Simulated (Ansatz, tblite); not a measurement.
**2x2x4 KCl rock-salt block (K8Cl8): a ladder of methods and basis sets**

One table from this session's results is given with a row withheld; the runs are named, their logs left out.

The runs use Ansatz 0.2.0, Gaussian basis; as each input shows.

Levels to be run: GFN1-xTB, GFN2-xTB, PBE-D4/def2-SVP, r2SCAN-D4/def2-SVP, HF/STO-3G, HF/6-31G, B3LYP-D4/6-31G.

12 further runs of the same task are left out: 12 that didn't finish. Runs told in other sessions of the task aren't counted.

### The structure

The geometry is that of the singlet, from an earlier relaxation (PBE-D4/def2-SVP).

16 atoms, charge 0, spin multiplicity 1.

Bond lengths: K1–Cl2 2.999 Å, K1–Cl5 2.979 Å, K1–Cl9 2.979 Å, Cl2–K3 3.032 Å, Cl2–K6 3.117 Å, Cl2–K10 3.117 Å, K3–Cl4 3.022 Å, K3–Cl7 3.117 Å, K3–Cl11 3.117 Å, Cl4–K8 2.979 Å, Cl4–K12 2.979 Å, Cl5–K6 3.022 Å, Cl5–K13 2.979 Å, K6–Cl7 3.032 Å, K6–Cl14 3.117 Å, Cl7–K8 2.999 Å, Cl7–K15 3.117 Å, K8–Cl16 2.979 Å and more. Angles: Cl2–K1–Cl5 93.6°, Cl2–K1–Cl9 93.6°, Cl5–K1–Cl9 92.8°, K1–Cl2–K3 174.5°, K1–Cl2–K6 86.9°, K1–Cl2–K10 86.9°, K3–Cl2–K6 89.1°, K3–Cl2–K10 89.1°, K6–Cl2–K10 87.6°, Cl2–K3–Cl4 178.2°, Cl2–K3–Cl7 90.8°, Cl2–K3–Cl11 90.8°, Cl4–K3–Cl7 90.4°, Cl4–K3–Cl11 90.4°, Cl7–K3–Cl11 92.4°, K3–Cl4–K8 89.0°, K3–Cl4–K12 89.0°, K8–Cl4–K12 87.2° and more.

Coordinates:

```xyz
16
Cl8K8
K    -1.45773   -1.45070   -4.49577
Cl   -1.59448   -1.58872   -1.50353
K    -1.52651   -1.52303    1.52699
Cl   -1.52422   -1.52302    4.54870
Cl   -1.52666    1.52738   -4.54646
K    -1.52449    1.52745   -1.52473
Cl   -1.58760    1.59334    1.50588
K    -1.44683    1.45484    4.49792
Cl    1.52012   -1.52801   -4.54840
K     1.52187   -1.52758   -1.52673
Cl    1.58966   -1.59315    1.50369
K     1.45383   -1.45430    4.49590
K     1.45125    1.45009   -4.49805
Cl    1.59189    1.58860   -1.50605
K     1.52860    1.52322    1.52447
Cl    1.53130    1.52359    4.54615
```

PBE0-D4/def2-SVP was run before; its log isn't repeated, and its numbers join the tables.

Set-up of the first run:

Tight binding, by tblite at 300 K electronic temperature and without a spin-polarisation term:

```python
tblite.interface.Calculator('GFN1-xTB', numbers, positions, charge=0, uhf=0).singlepoint()
```

Tight binding, by tblite at 300 K electronic temperature and without a spin-polarisation term:

```python
tblite.interface.Calculator('GFN2-xTB', numbers, positions, charge=0, uhf=0).singlepoint()
```

start.molden holds the orbitals of an earlier run on this state, given as this run's starting guess.

File in.yaml:

```yaml
crystal:
  periodic: [false, false, false]
  atoms:
    - {symbol: K, position_ang: [-1.457732, -1.450699, -4.495773]}
    - {symbol: Cl, position_ang: [-1.594481, -1.588720, -1.503529]}
    - {symbol: K, position_ang: [-1.526505, -1.523025, 1.526985]}
    - {symbol: Cl, position_ang: [-1.524219, -1.523023, 4.548704]}
    - {symbol: Cl, position_ang: [-1.526662, 1.527379, -4.546457]}
    - {symbol: K, position_ang: [-1.524488, 1.527454, -1.524734]}
    - {symbol: Cl, position_ang: [-1.587598, 1.593336, 1.505884]}
    - {symbol: K, position_ang: [-1.446830, 1.454845, 4.497921]}
    - {symbol: Cl, position_ang: [1.520120, -1.528013, -4.548404]}
    - {symbol: K, position_ang: [1.521874, -1.527583, -1.526726]}
    - {symbol: Cl, position_ang: [1.589657, -1.593152, 1.503689]}
    - {symbol: K, position_ang: [1.453831, -1.454301, 4.495899]}
    - {symbol: K, position_ang: [1.451253, 1.450088, -4.498053]}
    - {symbol: Cl, position_ang: [1.591889, 1.588604, -1.506054]}
    - {symbol: K, position_ang: [1.528599, 1.523224, 1.524474]}
    - {symbol: Cl, position_ang: [1.531301, 1.523587, 4.546154]}
basis:
  gaussian: {orbitals: def2-SVP, initial_orbitals: start.molden}
hamiltonian: {xc: pbe, dispersion: d4}
scf: {omitted_lower_state_checks: [starts]}
output: {orbitals: {seedname: orbitals}}
```

Command:

```
> ansatz run in.yaml --threads 4 --pin off --events-out ev --progress --plain --max-ram 6963MiB
```

Among the steps run: PBE-D4/def2-SVP; r2SCAN-D4/def2-SVP; HF/STO-3G; HF/6-31G; B3LYP-D4/6-31G.

One of the session's tables, all rows but one given; the rest of the session is left out.

It belongs to the step «Binding energy». 

```
             level  binding an atom (eV)
         HF/STO-3G                 3.052
          HF/6-31G                 2.430
   PBE-D4/def2-SVP                 3.056
r2SCAN-D4/def2-SVP                 3.127
    B3LYP-D4/6-31G                     ?
  PBE0-D4/def2-SVP                 3.054
```

Q: Estimate the row for B3LYP-D4/6-31G from the others.

As computed: binding an atom (eV): 2.945. In the column «binding an atom (eV)» it lies between HF/6-31G (2.430) and HF/STO-3G (3.052).

To keep in mind: Free atoms were run apart at each level; binding is atoms less cluster, divided by the number of atoms, without zero-point or spin-orbit terms.
